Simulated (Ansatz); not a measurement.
# C2H10GeSn: rotation by 120° about the C2–Ge3 bond, part 2 of 2

Wanted: the energy profile along the rotation by 120° about the C2–Ge3 bond, from relaxed end points and a band of images. SMILES of the start: C[CH]([GeH3])[SnH3].

Ansatz 0.2.0; RKS B3LYP/def2-SVP.

## 5. The band, image by image

Images 0 and 8 are the ends. Energies count from image 0; the path length is the program's own measure over all atoms.

| image | path (Å) | energy (eV) | dihedral Sn4–C2–Ge3–H11 (°) | band force (eV/Å) |
| --- | --- | --- | --- | --- |
| 0 | 0.000 | 0.0000 | -58 | - |
| 1 | 0.609 | 0.0077 | -43 | 0.015 |
| 2 | 1.218 | 0.0271 | -27 | 0.020 |
| 3 | 1.827 | 0.0471 | -12 | 0.017 |
| 4* | 2.436 | 0.0552 | 3 | 0.029 |
| 5 | 3.049 | 0.0461 | 18 | 0.012 |
| 6 | 3.662 | 0.0260 | 33 | 0.011 |
| 7 | 4.276 | 0.0072 | 48 | 0.007 |
| 8 | 4.889 | -0.0001 | 63 | - |

The star marks the climbing image.

image, energy (eV) and a bar:
```
        0      0.000 
        1      0.008 ####
        2      0.027 ###############
        3      0.047 ##########################
        4      0.055 ##############################
        5      0.046 #########################
        6      0.026 ##############
        7      0.007 ####
        8      0.000
```

How the highest energy settled:

| iteration | highest image above image 0 (eV) | largest band force (eV/Å) |
| --- | --- | --- |
| 1 | 0.9765 | 4.210 |
| 2 | 0.2414 | 1.984 |
| 3 | 0.0779 | 0.576 |
| 4 | 0.0592 | 0.273 |
| 5 | 0.0557 | 0.096 |
| 6 | 0.0552 | 0.029 |

Positions of all images (Å):

```xyz
14
image=0 dE=0.0000
C    -0.808    1.389   -0.379
C    -0.407    0.081    0.324
Ge    1.282    0.263    1.339
Sn   -0.348   -1.607   -1.078
H    -0.907    2.222    0.340
H    -1.777    1.300   -0.900
H    -0.063    1.701   -1.129
H    -1.176   -0.200    1.063
H     1.165    1.434    2.345
H     2.453    0.567    0.376
H     1.599   -1.035    2.114
H     0.008   -3.077   -0.256
H     0.852   -1.322   -2.281
H    -1.885   -1.746   -1.849
14
image=1 dE=0.0077
C    -0.782    1.397   -0.415
C    -0.402    0.096    0.312
Ge    1.282    0.275    1.337
Sn   -0.373   -1.629   -1.043
H    -0.860    2.248    0.284
H    -1.755    1.315   -0.929
H    -0.034    1.676   -1.177
H    -1.179   -0.159    1.053
H     1.069    1.208    2.553
H     2.378    0.891    0.437
H     1.773   -1.097    1.848
H    -0.082   -3.080   -0.163
H     0.855   -1.429   -2.235
H    -1.902   -1.742   -1.834
14
image=2 dE=0.0271
C    -0.758    1.404   -0.454
C    -0.404    0.113    0.305
Ge    1.282    0.281    1.335
Sn   -0.400   -1.647   -1.005
H    -0.819    2.274    0.223
H    -1.732    1.328   -0.967
H    -0.003    1.648   -1.220
H    -1.189   -0.109    1.048
H     1.012    0.925    2.716
H     2.270    1.182    0.559
H     1.949   -1.095    1.565
H    -0.144   -3.076   -0.080
H     0.845   -1.501   -2.187
H    -1.922   -1.756   -1.810
14
image=3 dE=0.0471
C    -0.732    1.408   -0.497
C    -0.409    0.133    0.301
Ge    1.283    0.285    1.334
Sn   -0.430   -1.661   -0.961
H    -0.778    2.299    0.153
H    -1.704    1.336   -1.013
H     0.031    1.615   -1.266
H    -1.202   -0.050    1.046
H     0.992    0.606    2.819
H     2.143    1.424    0.741
H     2.108   -1.023    1.282
H    -0.189   -3.068    0.001
H     0.823   -1.555   -2.139
H    -1.948   -1.778   -1.772
14
image=4 dE=0.0552
C    -0.700    1.407   -0.547
C    -0.412    0.154    0.299
Ge    1.282    0.291    1.334
Sn   -0.462   -1.675   -0.912
H    -0.730    2.321    0.072
H    -1.670    1.339   -1.068
H     0.071    1.573   -1.318
H    -1.213    0.018    1.045
H     0.997    0.280    2.852
H     2.002    1.610    0.971
H     2.243   -0.880    1.023
H    -0.230   -3.060    0.086
H     0.792   -1.606   -2.091
H    -1.982   -1.801   -1.719
14
image=5 dE=0.0461
C    -0.689    1.405   -0.561
C    -0.413    0.160    0.301
Ge    1.279    0.292    1.337
Sn   -0.469   -1.677   -0.899
H    -0.720    2.324    0.050
H    -1.656    1.336   -1.088
H     0.088    1.560   -1.328
H    -1.216    0.039    1.046
H     1.040   -0.087    2.816
H     1.818    1.740    1.269
H     2.370   -0.650    0.773
H    -0.227   -3.063    0.094
H     0.777   -1.605   -2.086
H    -1.993   -1.804   -1.696
14
image=6 dE=0.0260
C    -0.681    1.402   -0.565
C    -0.411    0.161    0.303
Ge    1.275    0.294    1.339
Sn   -0.469   -1.678   -0.895
H    -0.713    2.322    0.044
H    -1.646    1.333   -1.096
H     0.099    1.553   -1.330
H    -1.216    0.044    1.047
H     1.131   -0.427    2.697
H     1.615    1.783    1.592
H     2.459   -0.343    0.575
H    -0.229   -3.068    0.091
H     0.771   -1.608   -2.089
H    -1.997   -1.796   -1.686
14
image=7 dE=0.0072
C    -0.675    1.400   -0.563
C    -0.406    0.158    0.302
Ge    1.274    0.299    1.340
Sn   -0.469   -1.681   -0.897
H    -0.709    2.320    0.048
H    -1.639    1.333   -1.097
H     0.107    1.553   -1.326
H    -1.212    0.037    1.045
H     1.272   -0.711    2.508
H     1.416    1.731    1.911
H     2.501    0.014    0.444
H    -0.254   -3.074    0.092
H     0.777   -1.630   -2.086
H    -1.995   -1.778   -1.693
14
image=8 dE=-0.0001
C    -0.666    1.401   -0.565
C    -0.400    0.156    0.297
Ge    1.274    0.304    1.340
Sn   -0.474   -1.686   -0.894
H    -0.701    2.320    0.046
H    -1.629    1.335   -1.100
H     0.118    1.552   -1.327
H    -1.209    0.035    1.039
H     1.450   -0.919    2.268
H     1.244    1.587    2.205
H     2.490    0.387    0.390
H    -0.297   -3.075    0.108
H     0.783   -1.669   -2.073
H    -1.995   -1.757   -1.705
```

## 6. Vibrations at the top

The geometry is the highest inner image of the first converged band.

The input, input.yaml:

```yaml
crystal:
  periodic: [false, false, false]
  atoms:
    - { symbol: C, position_ang: [-0.700482, 1.407276, -0.546897] }
    - { symbol: C, position_ang: [-0.412465, 0.154055, 0.298685] }
    - { symbol: Ge, position_ang: [1.282363, 0.29128, 1.334116] }
    - { symbol: Sn, position_ang: [-0.461651, -1.675038, -0.911665] }
    - { symbol: H, position_ang: [-0.730402, 2.320684, 0.072435] }
    - { symbol: H, position_ang: [-1.67023, 1.339239, -1.067547] }
    - { symbol: H, position_ang: [0.070834, 1.572693, -1.317545] }
    - { symbol: H, position_ang: [-1.212992, 0.017656, 1.044765] }
    - { symbol: H, position_ang: [0.996803, 0.280193, 2.852356] }
    - { symbol: H, position_ang: [2.002447, 1.609895, 0.971224] }
    - { symbol: H, position_ang: [2.242638, -0.880232, 1.023334] }
    - { symbol: H, position_ang: [-0.23016, -3.059846, 0.085527] }
    - { symbol: H, position_ang: [0.792038, -1.606179, -2.091322] }
    - { symbol: H, position_ang: [-1.981841, -1.800676, -1.718664] }
basis:
  gaussian: { orbitals: def2-SVP }
hamiltonian:
  xc: b3lyp
phonons: {}
```

Started as:

```sh
ansatz run input.yaml --threads 2 --pin off --max-ram 3072MiB --backend cpu --events-out ev --progress --plain --runs-dir out
```

The log of the run (excerpt; [...] marks lines left out):

```text
Warning: RAYON_NUM_THREADS=2 ignored (pool sized by the plan → 2); use --threads N
[...]
Functional definition: B3LYP
[...]
1588 factors; integrals over basis functions are off by at most 3.6e-4 eV
[...]
mean field -64580.32450805 eV, -2373.2831515548 hartree, gradient 2.7e-5 eV, S^2 0.000000; 0 other end points of the search recorded, 0 dependent functions left out
[...]
reference -64580.32482786 eV, -2373.2831633073 hartree; 38, 38 occupied and 98, 98 virtual orbitals, 1588 factors
[...]
1588 factors; integrals over basis functions are off by at most 3.6e-4 eV
[...]
mean field -64580.32441235 eV, -2373.2831480377 hartree, gradient 1.3e-6 eV, S^2 0.000000; 0 other end points of the search recorded, 0 dependent functions left out
[...]
reference -64580.32473215 eV, -2373.2831597903 hartree; 38, 38 occupied and 98, 98 virtual orbitals, 1588 factors
[...]
1588 factors; integrals over basis functions are off by at most 3.6e-4 eV
[...]
WARN: phonons: modes at or below zero, which the zero-point energy, F, S and C_V leave out: 1, the lowest at -113.01 cm⁻¹. A minimum has none, and a first-order saddle one
[...]
Atom 6 at     0.070834     1.572693    -1.317545 Å, force     0.000431    -0.001735     0.001620 eV/Å
Atom 7 at    -1.212992     0.017656     1.044765 Å, force     0.005975     0.003337    -0.007941 eV/Å
Atom 8 at     0.996803     0.280193     2.852356 Å, force    -0.005328     0.000865     0.013681 eV/Å
Atom 9 at     2.002447     1.609895     0.971224 Å, force    -0.001990     0.003508     0.000668 eV/Å
Atom 10 at     2.242638    -0.880232     1.023334 Å, force     0.009849    -0.003584     0.002258 eV/Å
Atom 11 at    -0.230160    -3.059846     0.085527 Å, force    -0.002291    -0.001693     0.000902 eV/Å
Atom 12 at     0.792038    -1.606179    -2.091322 Å, force     0.002720    -0.006095    -0.006374 eV/Å
Atom 13 at    -1.981841    -1.800676    -1.718664 Å, force     0.000615     0.006627     0.003551 eV/Å
Dipole moment:    -0.132777     0.121007     0.014546 e Å
Vibrations: -113.01 91.50 108.18 192.41 224.35 246.21 367.88 433.20 466.44 565.47 619.78 643.75 688.19 722.27 724.39 853.35 886.44 891.96 961.45 1005.84 1041.46 1100.07 1262.15 1401.07 1470.82 1474.86 1876.39 1890.44 1896.39 2110.91 2113.11 2119.46 3011.09 3058.94 3080.20 3094.89 cm⁻¹, [...]
```

Run time: 3.3 min. Hardware: 2 threads of Intel Xeon 6975P-C (Granite Rapids), shared host; peak memory 0.44 GiB.

Of 36 modes, 1 is imaginary by more than 30 cm⁻¹ (113i cm⁻¹).

## 7. Another band, settings changed

crystal.atoms is end A as relaxed above, and neb.final_atoms is end B, turned to lie on A. With 7 inner images the band has 9 in all.

The input, input.yaml:

```yaml
crystal:
  periodic: [false, false, false]
  atoms:
    - { symbol: C, position_ang: [-0.80839, 1.389012, -0.378589] }
    - { symbol: C, position_ang: [-0.406552, 0.081368, 0.324054] }
    - { symbol: Ge, position_ang: [1.281903, 0.262957, 1.339349] }
    - { symbol: Sn, position_ang: [-0.348481, -1.606733, -1.078234] }
    - { symbol: H, position_ang: [-0.907322, 2.221835, 0.340122] }
    - { symbol: H, position_ang: [-1.776824, 1.30016, -0.900376] }
    - { symbol: H, position_ang: [-0.062871, 1.700815, -1.129495] }
    - { symbol: H, position_ang: [-1.176434, -0.199824, 1.06326] }
    - { symbol: H, position_ang: [1.164533, 1.433935, 2.345064] }
    - { symbol: H, position_ang: [2.452692, 0.567459, 0.376388] }
    - { symbol: H, position_ang: [1.599222, -1.035012, 2.113662] }
    - { symbol: H, position_ang: [0.008193, -3.076908, -0.255936] }
    - { symbol: H, position_ang: [0.852192, -1.321984, -2.281106] }
    - { symbol: H, position_ang: [-1.88496, -1.74608, -1.849362] }
basis:
  gaussian: { orbitals: def2-SVP }
hamiltonian:
  xc: b3lyp
neb:
  order_check: false
  images: 7
  f_tol: 0.05
  max_iterations: 60
  initial_path: linear
  final_atoms:
    - { symbol: C, position_ang: [-0.66639926, 1.40077912, -0.56549163] }
    - { symbol: C, position_ang: [-0.40046979, 0.15611844, 0.29749983] }
    - { symbol: Ge, position_ang: [1.27395296, 0.30369212, 1.34035701] }
    - { symbol: Sn, position_ang: [-0.47379786, -1.68597122, -0.89435733] }
    - { symbol: H, position_ang: [-0.7007666, 2.3196567, 0.04609208] }
    - { symbol: H, position_ang: [-1.62947629, 1.33547087, -1.09996042] }
    - { symbol: H, position_ang: [0.11765645, 1.55232527, -1.32687632] }
    - { symbol: H, position_ang: [-1.20901716, 0.0349155, 1.03872957] }
    - { symbol: H, position_ang: [1.44963648, -0.91870922, 2.26790067] }
    - { symbol: H, position_ang: [1.243826, 1.58740871, 2.20498261] }
    - { symbol: H, position_ang: [2.49031255, 0.3871062, 0.38975792] }
    - { symbol: H, position_ang: [-0.29689651, -3.07504415, 0.10762797] }
    - { symbol: H, position_ang: [0.78300333, -1.66926625, -2.07286069] }
    - { symbol: H, position_ang: [-1.99466332, -1.75748208, -1.70460024] }
```

Started as:

```sh
ansatz run input.yaml --threads 2 --pin off --max-ram 3072MiB --backend cpu --events-out ev --progress --plain --runs-dir out
```

The log of the run (excerpt; [...] marks lines left out):

```text
Warning: RAYON_NUM_THREADS=2 ignored (pool sized by the plan → 2); use --threads N
[...]
[... 1 set-up line as earlier in the session ...]
[...]
1588 factors; integrals over basis functions are off by at most 3.6e-4 eV
[...]
mean field -64580.37966388 eV, -2373.2851784941 hartree, gradient 2.7e-5 eV, S^2 0.000000; 0 other end points of the search recorded, 0 dependent functions left out
[...]
reference -64580.37998063 eV, -2373.2851901344 hartree; 38, 38 occupied and 98, 98 virtual orbitals, 1588 factors
1588 factors; integrals over basis functions are off by at most 6.8e-4 eV
[...]
mean field -64580.37975599 eV, -2373.2851818789 hartree, gradient 2.8e-5 eV, S^2 0.000000; 0 other end points of the search recorded, 0 dependent functions left out
[...]
reference -64580.38007258 eV, -2373.2851935134 hartree; 38, 38 occupied and 98, 98 virtual orbitals, 1588 factors
[...]
Atom 4 at    -0.657628     2.332704    -0.110100 Å, force    -0.001897     0.001906    -0.008747 eV/Å
Atom 5 at    -1.632392     1.290020    -1.163335 Å, force    -0.002221     0.001218    -0.004975 eV/Å
Atom 6 at     0.112910     1.460369    -1.444820 Å, force     0.001725    -0.002349    -0.005531 eV/Å
Atom 7 at    -1.185576     0.134089     1.043295 Å, force    -0.007378     0.004472    -0.004901 eV/Å
Atom 8 at     1.022587     0.505111     2.809210 Å, force     0.004893    -0.001919    -0.011798 eV/Å
Atom 9 at     2.060901     1.629341     0.814572 Å, force    -0.001272    -0.005793     0.002544 eV/Å
Atom 10 at     2.242422    -0.851324     1.098884 Å, force    -0.005622     0.002168    -0.001596 eV/Å
Atom 11 at    -0.357381    -3.041402     0.339391 Å, force     0.002046    -0.000896     0.002820 eV/Å
Atom 12 at     0.712240    -1.833466    -1.961706 Å, force    -0.004148    -0.003678    -0.003036 eV/Å
Atom 13 at    -2.066568    -1.845221    -1.545035 Å, force     0.008090    -0.000933    -0.005117 eV/Å
Dipole moment:    -0.126963     0.121367     0.000875 e Å
this run last wrote the band of iteration 9 to <dir>
```

It took 3.6 min on 2 threads of Intel Xeon 6975P-C (Granite Rapids), shared host; peak memory 0.45 GiB.

## 8. Images and barrier

Images 0 and 8 are the ends. Energies count from image 0; the path length is the program's own measure over all atoms.

| image | path (Å) | energy (eV) | dihedral Sn4–C2–Ge3–H11 (°) | band force (eV/Å) |
| --- | --- | --- | --- | --- |
| 0 | 0.000 | 0.0000 | -58 | - |
| 1 | 0.618 | 0.0060 | -44 | 0.013 |
| 2 | 1.236 | 0.0254 | -28 | 0.030 |
| 3 | 1.853 | 0.0463 | -13 | 0.029 |
| 4* | 2.471 | 0.0550 | 3 | 0.027 |
| 5 | 3.087 | 0.0462 | 18 | 0.034 |
| 6 | 3.703 | 0.0261 | 33 | 0.022 |
| 7 | 4.319 | 0.0069 | 48 | 0.008 |
| 8 | 4.935 | -0.0001 | 63 | - |

The star marks the climbing image.

image, energy (eV) and a bar:
```
        0      0.000 
        1      0.006 ###
        2      0.025 ##############
        3      0.046 #########################
        4      0.055 ##############################
        5      0.046 #########################
        6      0.026 ##############
        7      0.007 ####
        8      0.000
```

## 9. Outcome

This closing draws on all 2 parts.

```
                                quantity                                                     value
                                   end A                                   5 moves, 0.381 eV lower
                                   end B                                   5 moves, 0.380 eV lower
            first band: barrier forwards                                                  0.055 eV
           first band: barrier backwards                                                  0.055 eV
first band: second end relative to first                                                  0.000 eV
               first band: highest image                                     4 of 0 to 8, climbing
             first band: band iterations                                                         6
              imaginary modes at the top                                                 113i cm⁻¹
                             second band  top 0.055 eV above image 0, 9 iterations, 7 inner images
             time, first and second band                                       2.6 min and 3.6 min
```

In words: In the first band: along this path the system climbs 0.055 eV from the first end (2.1 kT at 300 K). The two ends lie within 1 meV of each other. The listed dihedral goes from -58° at end A through 3° at the highest image to 63° at end B. One imaginary mode, as a first-order saddle point has. The second band's top agrees with the first's to 1 meV, so the changed settings hardly move the height. These are electronic energies, with no zero-point or thermal terms.
